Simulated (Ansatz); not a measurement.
What does this script print? It uses the Python package of Ansatz (0.2.0).

`ecut_tipd.py`:
```python
'''Convergence of TiPd with the plane-wave cutoff.'''

import ansatz as az

crystal = (
    az.Lattice.of([3.18, 0.0, 0.0], [0.0, 3.18, 0.0], [0.0, 0.0, 3.18])
    .atom('Ti', [0.5, 0.5, 0.5])
    .atom('Pd', [0.0, 0.0, 0.0])
)

model = (
    crystal.calculation()
    .functional('PBEsol')
    .kpoints(mesh=(9, 9, 9))
    .occupations('Fermi-Dirac', width=0.3)
    .mixing('broyden', preconditioner='local_kerker')
    .scf(tolerance=1e-07, max_iterations=80, extra_bands=4, self_checks='low')
    .stress()  # GPa
)

rows = []
for value in [300, 375, 450, 525]:
    data = model.basis(value).run().report
    rows.append((value, data['free_energy_ev'] / len(data['lattice']['sites']), data['n_iterations'], sum(data['stress_gpa'][i][i] for i in range(3)) / 3, data['n_pw']))

print(' cutoff (eV)   F/atom (eV)    iterations       P (GPa)   plane waves')
for row in rows:
    print(f'{str(row[0]):>12s}  {row[1]:12.5f}  {row[2]:12d}  {row[3]:12.3f}  {row[4]:12d}')

# the last row is the reference
for row in rows[:-1]:
    shift = 1000 * (row[1] - rows[-1][1])
    print(f'{row[0]}: {shift:+.2f} meV/atom' + ('  (within 2 meV)' if abs(shift) < 2 else ''))
```

Running `python ecut_tipd.py` prints:
```text
DeckWarning: basis.ecutwfc = 300 eV is below the records' recommended 420 eV, and the density's cutoff is lower with it unless basis.ecutrho_ratio is high enough to keep the records' density cutoff: compare with a run at a higher cutoff
DeckWarning: output.stress: scf.convergence.dr2_threshold = 1e-7 eV (the SCF's general default) is looser than the 2e-10 eV advised for a printed stress (1e-10 eV for each atom of the cell: 2). What an SCF threshold leaves in a stress goes as its square root, and in the free energy as the threshold itself, and one [...]
DeckWarning: basis.ecutwfc = 375 eV is below the records' recommended 420 eV, and the density's cutoff is lower with it unless basis.ecutrho_ratio is high enough to keep the records' density cutoff: compare with a run at a higher cutoff
 cutoff (eV)   F/atom (eV)    iterations       P (GPa)   plane waves
         300   -4690.77483             7        -5.675           389
         375   -4690.94956             7        -5.199           515
         450   -4690.95178             7        -5.211           739
         525   -4690.95251             7        -5.220           895
300: +177.69 meV/atom
375: +2.95 meV/atom
450: +0.74 meV/atom  (within 2 meV)
```
(Warnings from the package without file and line, shortened.)

From 450 eV on it stays within 2 meV an atom of the value at 525 eV; the first row (300 eV) is off by 177.7 meV and the last but one by 0.74 meV. The energy falls steadily, as expected when plane waves are added. The pressure moves from -5.68 to -5.22 GPa (the program's stress holds a Pulay correction, so it settles early).

What to keep in mind:
- The mesh is modest for a metal, so energies can be off by several to tens of meV an atom and pressures by half a GPa or more; differences at equal mesh fare better.
- The smearing is wide enough that free energy and stress hold a thermal part of the electrons.
- This is a high-temperature or high-pressure form, not the ambient phase.
- Pressure is positive in compression.
- The structure is a deposited one; some such entries were measured under pressure or heat, so a shift against it needn't be the functional's error alone.
- Shifts are counted from the last row, which is itself no proven limit.
- Processor time in the engine: 5.3 s on 1 thread of Intel(R) Xeon(R) Processor @ 2.30GHz (shared host), peak memory 0.5 GiB.
